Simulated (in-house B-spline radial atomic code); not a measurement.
# Ba⁷⁺: ionisation energy by several methods

The task here is to estimate one member of a computed series from the others.

The numbers are computed with in-house B-spline radial atomic code version 1 (non-relativistic, several functionals, spin-polarised; spherical all-electron atom at the radial basis limit), except any that are marked as measured or tabulated.

## The atom as given

```
element       : barium (Z = 56)
charge        : +7
electrons     : 49
configuration : [Kr] 4d10 5s2 5p1
nucleus       : point
```

The outer shells:

[Kr] 4d10 5s2 5p1
```
[Kr] core
4d [↑↓][↑↓][↑↓][↑↓][↑↓]
5s [↑↓]
5p [↑ ][  ][  ]
```

Where spins are not typed, each open shell is filled with up spins first.

Set-up of the first run:

Input settings:

```ini
Z = 56
electrons = 49.0
configuration = [Kr] 4d10 5s2 5p1
hamiltonian = nr
method = scan,scan
spin_polarised = True
```

Among the steps run: SCAN, a meta-GGA; BP86, a GGA; PBE, a GGA; LDA (PW92); OLYP, a GGA; Hartree-Fock.

One of the session's tables, all rows but one given; the rest of the session is left out.

| method | ΔSCF (eV) |
| --- | --- |
| LDA (PW92) | 98.875 |
| BP86 | 98.578 |
| PBE | 98.354 |
| OLYP | 98.173 |
| SCAN | 98.245 |
| Hartree-Fock | ? |

**Question.** Estimate the row for Hartree-Fock.

**Answer.** ΔSCF (eV): 97.288. In the column «ΔSCF (eV)» it is the lowest.

Members of this set that are not shown: 12 used exact exchange with fractional occupations of an open shell, which is unsound here.

Limits of these values: Meta-GGA runs start from a PBE run whose iterations are not counted. These runs leave out relativity, which matters at this nuclear charge.
